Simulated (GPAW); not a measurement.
# InSb3 (Pm-3m) in GPAW: further runs

The runs below take InSb3 through relaxation of cell and atoms, with PBEsol.

All numbers are computed with GPAW 26.7.0; they aren't measurements. Logs are shortened: lines on timing, memory, paths and dates and some standing lists are left out, and cuts for length are marked. The log counts tension as positive stress, the text compression.

**1. The structure**

It takes space group Pm-3m (No. 221, cubic). The conventional cell has a = 4.806 Å, b = 4.806 Å, c = 4.806 Å, α = 90.00°, β = 90.00°, γ = 90.00°. Around Sb (site symmetry 4/mmm) lie 8 Sb at 3.40 Å and 4 In at 3.40 Å. In (site symmetry m-3m) has 12 Sb at 3.40 Å as nearest neighbours.

The cell comes from a database or a generator and needn't be the stable form of this composition.

**2. Relaxation of cell and atoms, PBEsol**

run.py reads:

```python
from ase import Atoms
from ase.filters import FrechetCellFilter
from ase.io import write
from ase.optimize import BFGS
from gpaw import GPAW, PW, setup_paths

setup_paths.insert(0, '.')

atoms = Atoms(['Sb', 'Sb', 'Sb', 'In'],
              cell=[[4.806367, 0.0, 0.0],
                    [0.0, 4.806367, 0.0],
                    [0.0, 0.0, 4.806367]],
              scaled_positions=[[0.5, 0.5, 0.0],
                                [0.0, 0.5, 0.5],
                                [0.5, 0.0, 0.5],
                                [0.0, 0.0, 0.0]],
              pbc=True)

calc = GPAW(mode=PW(600),
            xc='PBEsol',
            kpts={'size': (5, 5, 5), 'gamma': True},
            occupations={'name': 'fermi-dirac', 'width': 0.05},
            nbands=45,
            convergence={'density': 1e-05, 'forces': 0.0001},
            maxiter=150,
            txt='gpaw.txt')
atoms.calc = calc
opt = BFGS(FrechetCellFilter(atoms), trajectory='relax.traj', logfile='-')
done = opt.run(fmax=0.02, steps=60)
calc.write('gs.gpw')
write('result.traj', atoms)
print('Converged:', done)
print('Cell:', atoms.cell.cellpar().round(4))
print('Volume:', round(atoms.get_volume(), 4))
print(atoms.get_scaled_positions().round(5))
```

Potentials or basis: PAW data sets generated in the run's folder for this functional, pw.

Run with:

```console
$ gpaw-setup -f PBEsol In Sb
$ OMP_NUM_THREADS=1 python run.py
```

gpaw.txt:

```text
__  _  _
 | _ |_)|_||  |
 |__||  | ||/\| - 26.7.0

Input parameters:
  mode=PW(ecut=600.0),
  convergence={'density': 1e-05, 'forces': 0.0001},
  kpts=MonkhorstPack(size=(5, 5, 5), gamma=True),
  maxiter=150,
  nbands=45,
  occupations=Occupations(name='fermi-dirac', width=0.05),
  xc=XC(name='PBEsol')

Diagonalizing LCAO Hamiltonian
Converting LCAO to pw mode
    .-----------.
   /|           |
  / |           |
 *  |           |
 |  |           |
 |Sb|           |
 |  .--Sb-------.
 | /           /
 |/     Sb    /
 In----------*

Atoms  # Å, Bohr magnetons
|   | symbol |        x |        y |        z |    initial magnetic moments |
|---|--------|----------|----------|----------|-----------------------------|
| 0 |     Sb | 2.403183 | 2.403183 | 0.000000 | ( 0.0000,  0.0000,  0.0000) |
| 1 |     Sb | 0.000000 | 2.403183 | 2.403183 | ( 0.0000,  0.0000,  0.0000) |
| 2 |     Sb | 2.403183 | 0.000000 | 2.403183 | ( 0.0000,  0.0000,  0.0000) |
| 3 |     In | 0.000000 | 0.000000 | 0.000000 | ( 0.0000,  0.0000,  0.0000) |

Unit cell  # Å
| periodic |        x |        y |        z |  lengths |    angles |
|----------|----------|----------|----------|----------|-----------|
|      yes | 4.806367 | 0.000000 | 0.000000 | 4.806367 | 90.000000 |
|      yes | 0.000000 | 4.806367 | 0.000000 | 4.806367 | 90.000000 |
|      yes | 0.000000 | 0.000000 | 4.806367 | 4.806367 | 90.000000 |

Number of symmetries: 48
Symmetry operations  # r_c * U_cc + t_c -> r_c
|    | kind |            matrix            |
|----|------|------------------------------|
|  0 |  E   |  1, 0, 0,  0, 1, 0,  0, 0, 1 |
|  1 |  σ   |  1, 0, 0,  0, 1, 0,  0, 0,-1 |
|  2 |  σ   |  1, 0, 0,  0, 0, 1,  0, 1, 0 |
|  3 |  C4  |  1, 0, 0,  0, 0, 1,  0,-1, 0 |
|  4 |  C4  |  1, 0, 0,  0, 0,-1,  0, 1, 0 |
|  5 |  σ   |  1, 0, 0,  0, 0,-1,  0,-1, 0 |
|  6 |  σ   |  1, 0, 0,  0,-1, 0,  0, 0, 1 |
|  7 |  C2  |  1, 0, 0,  0,-1, 0,  0, 0,-1 |
|  8 |  σ   |  0, 1, 0,  1, 0, 0,  0, 0, 1 |
|  9 |  C2  |  0, 1, 0,  1, 0, 0,  0, 0,-1 |
| 10 |  C3  |  0, 1, 0,  0, 0, 1,  1, 0, 0 |
| 11 |  S6  |  0, 1, 0,  0, 0, 1, -1, 0, 0 |
| 12 |  S6  |  0, 1, 0,  0, 0,-1,  1, 0, 0 |
| 13 |  C3  |  0, 1, 0,  0, 0,-1, -1, 0, 0 |
| 14 |  C4  |  0, 1, 0, -1, 0, 0,  0, 0, 1 |
| 15 |  S4  |  0, 1, 0, -1, 0, 0,  0, 0,-1 |
| 16 |  C3  |  0, 0, 1,  1, 0, 0,  0, 1, 0 |
| 17 |  S6  |  0, 0, 1,  1, 0, 0,  0,-1, 0 |
| 18 |  σ   |  0, 0, 1,  0, 1, 0,  1, 0, 0 |
| 19 |  C4  |  0, 0, 1,  0, 1, 0, -1, 0, 0 |
| 20 |  C2  |  0, 0, 1,  0,-1, 0,  1, 0, 0 |
| 21 |  S4  |  0, 0, 1,  0,-1, 0, -1, 0, 0 |
[... 197 lines left out ...]
|         19 |        -7.128 |     2.000 |
|         20 |        -4.880 |     2.000 |
|         21 |        -0.180 |     2.000 |
|         22 |        -0.180 |     2.000 |
|         23 |         2.994 |     2.000 |
|         24 |         2.994 |     2.000 |
[... 8 lines left out ...]
|         33 |        12.001 |     0.000 |
|         34 |        12.001 |     0.000 |
|        ... |               |           |
|         44 |        18.396 |     0.000 |

No gap
No difference between direct/indirect transitions

Stress tensor  # eV/Ang^3
|         x |         y |        z |
|-----------|-----------|----------|
|  0.017416 | -0.000000 | 0.000000 |
| -0.000000 |  0.017416 | 0.000000 |
|  0.000000 |  0.000000 | 0.017416 |

Forces  # eV/Ang
|       x |        y |       z |
|---------|----------|---------|
| 0.00000 | -0.00000 | 0.00000 |  # Sb   0
| 0.00000 |  0.00000 | 0.00000 |  # Sb   1
| 0.00000 | -0.00000 | 0.00000 |  # Sb   2
| 0.00000 |  0.00000 | 0.00000 |  # In   3

Interpolating wave functions to new cell

         Sb
             Sb

               Sb
       In

Atoms  # Å, Bohr magnetons
|   | symbol |        x |        y |        z |    initial magnetic moments |
|---|--------|----------|----------|----------|-----------------------------|
| 0 |     Sb | 2.399038 | 2.399038 | 0.000000 | ( 0.0000,  0.0000,  0.0000) |
| 1 |     Sb | 0.000000 | 2.399038 | 2.399038 | ( 0.0000,  0.0000,  0.0000) |
[... 48 lines left out ...]
|      yes |  0.000000 | 0.000000 | 4.718138 | 4.718138 | 90.000000 |

Number of symmetries: 48
Symmetry operations  # r_c * U_cc + t_c -> r_c
|    | kind |            matrix            |
|----|------|------------------------------|
|  0 |  E   |  1, 0, 0,  0, 1, 0,  0, 0, 1 |
|  1 |  σ   |  1, 0, 0,  0, 1, 0,  0, 0,-1 |
|  2 |  σ   |  1, 0, 0,  0, 0, 1,  0, 1, 0 |
|  3 |  C4  |  1, 0, 0,  0, 0, 1,  0,-1, 0 |
|  4 |  C4  |  1, 0, 0,  0, 0,-1,  0, 1, 0 |
|  5 |  σ   |  1, 0, 0,  0, 0,-1,  0,-1, 0 |
|  6 |  σ   |  1, 0, 0,  0,-1, 0,  0, 0, 1 |
|  7 |  C2  |  1, 0, 0,  0,-1, 0,  0, 0,-1 |
|  8 |  σ   |  0, 1, 0,  1, 0, 0,  0, 0, 1 |
|  9 |  C2  |  0, 1, 0,  1, 0, 0,  0, 0,-1 |
| 10 |  C3  |  0, 1, 0,  0, 0, 1,  1, 0, 0 |
| 11 |  S6  |  0, 1, 0,  0, 0, 1, -1, 0, 0 |
| 12 |  S6  |  0, 1, 0,  0, 0,-1,  1, 0, 0 |
| 13 |  C3  |  0, 1, 0,  0, 0,-1, -1, 0, 0 |
| 14 |  C4  |  0, 1, 0, -1, 0, 0,  0, 0, 1 |
| 15 |  S4  |  0, 1, 0, -1, 0, 0,  0, 0,-1 |
| 16 |  C3  |  0, 0, 1,  1, 0, 0,  0, 1, 0 |
| 17 |  S6  |  0, 0, 1,  1, 0, 0,  0,-1, 0 |
| 18 |  σ   |  0, 0, 1,  0, 1, 0,  1, 0, 0 |
| 19 |  C4  |  0, 0, 1,  0, 1, 0, -1, 0, 0 |
| 20 |  C2  |  0, 0, 1,  0,-1, 0,  1, 0, 0 |
| 21 |  S4  |  0, 0, 1,  0,-1, 0, -1, 0, 0 |
[... 196 lines left out ...]
|         19 |        -6.514 |     2.000 |
|         20 |        -4.613 |     2.000 |
|         21 |         0.553 |     2.000 |
|         22 |         0.553 |     2.000 |
|         23 |         3.395 |     2.000 |
|         24 |         3.395 |     2.000 |
[... 8 lines left out ...]
|         33 |        12.768 |     0.000 |
|         34 |        12.768 |     0.000 |
|        ... |               |           |
|         44 |        19.354 |     0.000 |

No gap
No difference between direct/indirect transitions

Stress tensor  # eV/Ang^3
|         x |         y |         z |
|-----------|-----------|-----------|
| -0.001426 | -0.000000 |  0.000000 |
| -0.000000 | -0.001426 |  0.000000 |
|  0.000000 |  0.000000 | -0.001426 |

Forces  # eV/Ang
|        x |        y |        z |
|----------|----------|----------|
| -0.00000 | -0.00000 |  0.00000 |  # Sb   0
|  0.00000 | -0.00000 |  0.00000 |  # Sb   1
| -0.00000 | -0.00000 | -0.00000 |  # Sb   2
|  0.00000 |  0.00000 |  0.00000 |  # In   3

Interpolating wave functions to new cell

         Sb
             Sb

               Sb
       In

Atoms  # Å, Bohr magnetons
|   | symbol |         x |         y |         z |    initial magnetic moments |
|---|--------|-----------|-----------|-----------|-----------------------------|
| 0 |     Sb |  2.362190 |  2.362190 | -0.000000 | ( 0.0000,  0.0000,  0.0000) |
| 1 |     Sb | -0.000000 |  2.362190 |  2.362190 | ( 0.0000,  0.0000,  0.0000) |
| 2 |     Sb |  2.362190 |  0.000000 |  2.362190 | ( 0.0000,  0.0000,  0.0000) |
| 3 |     In | -0.000000 | -0.000000 | -0.000000 | ( 0.0000,  0.0000,  0.0000) |

Unit cell  # Å
| periodic |         x |        y |         z |  lengths |    angles |
|----------|-----------|----------|-----------|----------|-----------|
|      yes |  4.724381 | 0.000000 | -0.000000 | 4.724381 | 90.000000 |
|      yes | -0.000000 | 4.724381 |  0.000000 | 4.724381 | 90.000000 |
|      yes |  0.000000 | 0.000000 |  4.724381 | 4.724381 | 90.000000 |

Number of symmetries: 48
Symmetry operations  # r_c * U_cc + t_c -> r_c
|    | kind |            matrix            |
|----|------|------------------------------|
|  0 |  E   |  1, 0, 0,  0, 1, 0,  0, 0, 1 |
|  1 |  σ   |  1, 0, 0,  0, 1, 0,  0, 0,-1 |
|  2 |  σ   |  1, 0, 0,  0, 0, 1,  0, 1, 0 |
|  3 |  C4  |  1, 0, 0,  0, 0, 1,  0,-1, 0 |
|  4 |  C4  |  1, 0, 0,  0, 0,-1,  0, 1, 0 |
|  5 |  σ   |  1, 0, 0,  0, 0,-1,  0,-1, 0 |
|  6 |  σ   |  1, 0, 0,  0,-1, 0,  0, 0, 1 |
|  7 |  C2  |  1, 0, 0,  0,-1, 0,  0, 0,-1 |
|  8 |  σ   |  0, 1, 0,  1, 0, 0,  0, 0, 1 |
|  9 |  C2  |  0, 1, 0,  1, 0, 0,  0, 0,-1 |
| 10 |  C3  |  0, 1, 0,  0, 0, 1,  1, 0, 0 |
| 11 |  S6  |  0, 1, 0,  0, 0, 1, -1, 0, 0 |
| 12 |  S6  |  0, 1, 0,  0, 0,-1,  1, 0, 0 |
| 13 |  C3  |  0, 1, 0,  0, 0,-1, -1, 0, 0 |
| 14 |  C4  |  0, 1, 0, -1, 0, 0,  0, 0, 1 |
| 15 |  S4  |  0, 1, 0, -1, 0, 0,  0, 0,-1 |
| 16 |  C3  |  0, 0, 1,  1, 0, 0,  0, 1, 0 |
| 17 |  S6  |  0, 0, 1,  1, 0, 0,  0,-1, 0 |
| 18 |  σ   |  0, 0, 1,  0, 1, 0,  1, 0, 0 |
| 19 |  C4  |  0, 0, 1,  0, 1, 0, -1, 0, 0 |
| 20 |  C2  |  0, 0, 1,  0,-1, 0,  1, 0, 0 |
| 21 |  S4  |  0, 0, 1,  0,-1, 0, -1, 0, 0 |
[... 216 lines left out ...]
Stress tensor  # eV/Ang^3
|        x |        y |        z |
|----------|----------|----------|
| 0.000094 | 0.000000 | 0.000000 |
| 0.000000 | 0.000094 | 0.000000 |
| 0.000000 | 0.000000 | 0.000094 |

Forces  # eV/Ang
|        x |        y |        z |
|----------|----------|----------|
| -0.00000 |  0.00000 | -0.00000 |  # Sb   0
| -0.00000 | -0.00000 | -0.00000 |  # Sb   1
| -0.00000 |  0.00000 | -0.00000 |  # Sb   2
|  0.00000 |  0.00000 |  0.00000 |  # In   3

# Writing to gs.gpw (mode='')
```

Run time: 1.9 min. Hardware: 1 thread of Arm Neoverse V1, shared host; peak memory 0.27 GiB.

What came out:

- Free energy: -17.0229 eV
- Relaxed volume: 26.36 Å³/atom
- Relaxed cell: a = 4.724 Å, b = 4.724 Å, c = 4.724 Å, α = 90.00°, β = 90.00°, γ = 90.00°
- Space group after relaxing (to 0.05 Å): Pm-3m (No. 221)
- Energy gained by relaxing: 12.8 meV/atom
- Ionic steps: 4
- Pressure after relaxing: 0.0 GPa
- Band gap on the k mesh: none (metal or under the smearing width)

Step by step:
```csv
step,energy change (eV),largest force (eV/Å),pressure (GPa),volume (Å³)
1,0.0000,0.0000,-2.79,111.03
2,-0.0096,0.0000,-2.54,110.46
3,-0.0508,0.0000,0.23,105.03
4,-0.0512,0.0000,-0.01,105.45
```

Final structure:
```
Sb In
1.0
     4.72438    0.00000    0.00000
     0.00000    4.72438    0.00000
     0.00000    0.00000    4.72438
Sb In
3 1
Direct
  0.50000 0.50000 0.00000
  0.00000 0.50000 0.50000
  0.50000 0.00000 0.50000
  0.00000 0.00000 0.00000
```

Levels at points of the mesh, in eV from the Fermi level:
| k point | band 27 | band 28 | band 29 | band 30 | band 31 | band 32 |
| --- | --- | --- | --- | --- | --- | --- |
| (0.00, 0.00, 0.00) | -3.66 | 0.45 | 0.45 | 0.45 | 1.74 | 1.74 |

Caveat: later steps reuse the first step's grids.

**3. Relaxation of cell and atoms, PBEsol, target pressure 2 GPa, at which the enthalpy is minimised**

run.py: that of step 2 with these lines changed.

```diff
@@ -4,2 +4,3 @@
 from ase.optimize import BFGS
+from ase.units import GPa
 from gpaw import GPAW, PW, setup_paths
@@ -27,3 +28,3 @@
 atoms.calc = calc
-opt = BFGS(FrechetCellFilter(atoms), trajectory='relax.traj', logfile='-')
+opt = BFGS(FrechetCellFilter(atoms, scalar_pressure=2 * GPa), trajectory='relax.traj', logfile='-')
 done = opt.run(fmax=0.02, steps=60)
```

Potentials or basis: PAW data sets generated in the run's folder for this functional, pw.

Run with:

```console
$ gpaw-setup -f PBEsol In Sb
$ OMP_NUM_THREADS=1 python run.py
```

Run time: 2 min. Hardware: 1 thread of Arm Neoverse V1, shared host; peak memory 0.25 GiB.

Results (log left out):

```
Free energy                                            : -17.0039 eV
Relaxed volume                                         : 25.58 Å³/atom
Relaxed cell                                           : a = 4.677 Å, b = 4.677 Å, c = 4.677 Å, α = 90.00°, β = 90.00°, γ = 90.00°
Space group after relaxing (to 0.05 Å)                 : Pm-3m (No. 221)
Energy change on relaxing (the enthalpy is what falls) : -8.1 meV/atom
Ionic steps                                            : 4
Pressure after relaxing                                : 1.9 GPa
Band gap on the k mesh                                 : none (metal or under the smearing width)
```

Step by step:
```tsv
step	energy change (eV)	largest force (eV/Å)	pressure (GPa)	volume (Å³)
1	0.0000	0.0000	-2.79	111.03
2	-0.0158	0.0000	-2.36	110.05
3	-0.0179	0.0000	2.63	101.34
4	-0.0322	0.0000	1.94	102.33
```

Final structure:
```xyz
4
Lattice="4.6773 0.0000 0.0000 0.0000 4.6773 0.0000 0.0000 0.0000 4.6773" Properties=species:S:1:pos:R:3 pbc="T T T"
Sb    2.3387    2.3387    0.0000
Sb    0.0000    2.3387    2.3387
Sb    2.3387    0.0000    2.3387
In    0.0000    0.0000    0.0000
```

Levels at points of the mesh, in eV from the Fermi level:
| k point | band 25 | band 26 | band 27 | band 28 | band 29 | band 30 | band 31 | band 32 | band 33 | band 34 |
| --- | --- | --- | --- | --- | --- | --- | --- | --- | --- | --- |
| (0.00, 0.00, 0.00) | -4.73 | -4.73 | -3.69 | 0.44 | 0.44 | 0.44 | 1.75 | 1.75 | 1.75 | 4.83 |

Caveat: later steps reuse the first step's grids. Spin-orbit coupling is left out, which matters for the levels of Sb.

**4. Relaxation of cell and atoms, PBEsol, target pressure 5 GPa, at which the enthalpy is minimised**

run.py: that of step 3 with these lines changed.

```diff
@@ -28,3 +28,3 @@
 atoms.calc = calc
-opt = BFGS(FrechetCellFilter(atoms, scalar_pressure=2 * GPa), trajectory='relax.traj', logfile='-')
+opt = BFGS(FrechetCellFilter(atoms, scalar_pressure=5 * GPa), trajectory='relax.traj', logfile='-')
 done = opt.run(fmax=0.02, steps=60)
```

Run with:

```console
$ gpaw-setup -f PBEsol In Sb
$ OMP_NUM_THREADS=1 python run.py
```

Run time: 2.4 min. Hardware: 1 thread of Arm Neoverse V1, shared host; peak memory 0.28 GiB.

The run converged. Its results:

```
Free energy                                            : -16.9167 eV
Relaxed volume                                         : 24.57 Å³/atom
Relaxed cell                                           : a = 4.615 Å, b = 4.615 Å, c = 4.615 Å, α = 90.00°, β = 90.00°, γ = 90.00°
Space group after relaxing (to 0.05 Å)                 : Pm-3m (No. 221)
Energy change on relaxing (the enthalpy is what falls) : +13.8 meV/atom
Ionic steps                                            : 5
Pressure after relaxing                                : 5.0 GPa
Band gap on the k mesh                                 : none (metal or under the smearing width)
```

The path:
| step | energy change (eV) | largest force (eV/Å) | pressure (GPa) | volume (Å³) |
| --- | --- | --- | --- | --- |
| 1 | 0.0000 | 0.0000 | -2.79 | 111.03 |
| 2 | -0.0243 | 0.0000 | -2.08 | 109.44 |
| 3 | 0.1174 | 0.0000 | 6.50 | 96.58 |
| 4 | 0.0488 | 0.0000 | 4.83 | 98.50 |
| 5 | 0.0552 | 0.0000 | 5.00 | 98.29 |

Final structure:
```cif
data_structure
_symmetry_space_group_name_H-M 'P 1'
_symmetry_Int_Tables_number 1
_cell_length_a 4.6150
_cell_length_b 4.6150
_cell_length_c 4.6150
_cell_angle_alpha 90.000
_cell_angle_beta 90.000
_cell_angle_gamma 90.000
_cell_volume 98.29
loop_
_atom_site_label
_atom_site_type_symbol
_atom_site_fract_x
_atom_site_fract_y
_atom_site_fract_z
_atom_site_occupancy
Sb1 Sb 0.50000 0.50000 0.00000 1
Sb2 Sb 0.00000 0.50000 0.50000 1
Sb3 Sb 0.50000 0.00000 0.50000 1
In1 In 0.00000 0.00000 0.00000 1
```

Levels at points of the mesh, in eV from the Fermi level:
```csv
k point,band 25,band 26,band 27,band 28,band 29,band 30,band 31,band 32,band 33,band 34
"(0.00, 0.00, 0.00)",-4.97,-4.97,-3.72,0.43,0.43,0.43,1.76,1.76,1.76,4.88
```

Caveat: later steps reuse the first step's grids. The run has no spin-orbit coupling, so splittings on Sb are missing.

**5. Relaxation of cell and atoms, PBEsol, target pressure 10 GPa, at which the enthalpy is minimised**

run.py: that of step 4 with these lines changed.

```diff
@@ -28,3 +28,3 @@
 atoms.calc = calc
-opt = BFGS(FrechetCellFilter(atoms, scalar_pressure=5 * GPa), trajectory='relax.traj', logfile='-')
+opt = BFGS(FrechetCellFilter(atoms, scalar_pressure=10 * GPa), trajectory='relax.traj', logfile='-')
 done = opt.run(fmax=0.02, steps=60)
```

Run with:

```console
$ gpaw-setup -f PBEsol In Sb
$ OMP_NUM_THREADS=1 python run.py
```

Wall time 2 min (1 thread of Arm Neoverse V1, shared host); peak memory 0.28 GiB.

It converged, with:

| Quantity | Value |
| --- | --- |
| Free energy | -16.6725 eV |
| Relaxed volume | 23.26 Å³/atom |
| Relaxed cell | a = 4.531 Å, b = 4.531 Å, c = 4.531 Å, α = 90.00°, β = 90.00°, γ = 90.00° |
| Space group after relaxing (to 0.05 Å) | Pm-3m (No. 221) |
| Energy change on relaxing (the enthalpy is what falls) | +75.1 meV/atom |
| Ionic steps | 4 |
| Pressure after relaxing | 10.0 GPa |
| Band gap on the k mesh | none (metal or under the smearing width) |

Step by step:
```csv
step,energy change (eV),largest force (eV/Å),pressure (GPa),volume (Å³)
1,0.0000,0.0000,-2.79,111.03
2,-0.0361,0.0000,-1.60,108.43
3,0.2826,0.0000,9.73,93.32
4,0.3002,0.0000,10.04,93.04
```

Final structure:
```
Sb In
1.0
     4.53130    0.00000    0.00000
     0.00000    4.53130    0.00000
     0.00000    0.00000    4.53130
Sb In
3 1
Direct
  0.50000 0.50000 0.00000
  0.00000 0.50000 0.50000
  0.50000 0.00000 0.50000
  0.00000 0.00000 0.00000
```

Levels at points of the mesh, in eV from the Fermi level:
| k point | band 26 | band 27 | band 28 | band 29 | band 30 | band 31 | band 32 | band 33 |
| --- | --- | --- | --- | --- | --- | --- | --- | --- |
| (0.00, 0.00, 0.00) | -5.30 | -3.78 | 0.42 | 0.42 | 0.42 | 1.78 | 1.78 | 1.78 |

Caveat: later steps reuse the first step's grids; the volume moved by over 15 % at a fixed basis, so the end points are rough. Spin-orbit coupling is left out, which matters for the levels of Sb.

**6. The runs side by side**

| cell | target pressure | gap on the mesh (eV) | pressure (GPa) |
| --- | --- | --- | --- |
| relaxed | - | none | 0.0 |
| relaxed to 2 GPa | 2 GPa | none | 1.9 |
| relaxed to 5 GPa | 5 GPa | none | 5.0 |
| relaxed to 10 GPa | 10 GPa | none | 10.0 |

Alike in all rows: task relaxation of cell and atoms; level PBEsol; potentials or basis PAW data sets generated in the run's folder for this functional, pw; no spin polarisation; k mesh 5 × 5 × 5; cutoff (eV) 600; smearing fermi-dirac 0.05 eV.

Caveats: later steps reuse the first step's grids; the volume moved by over 15 % at a fixed basis, so the end points are rough (some runs).

Absolute energies hang on the potentials; compare differences alone.
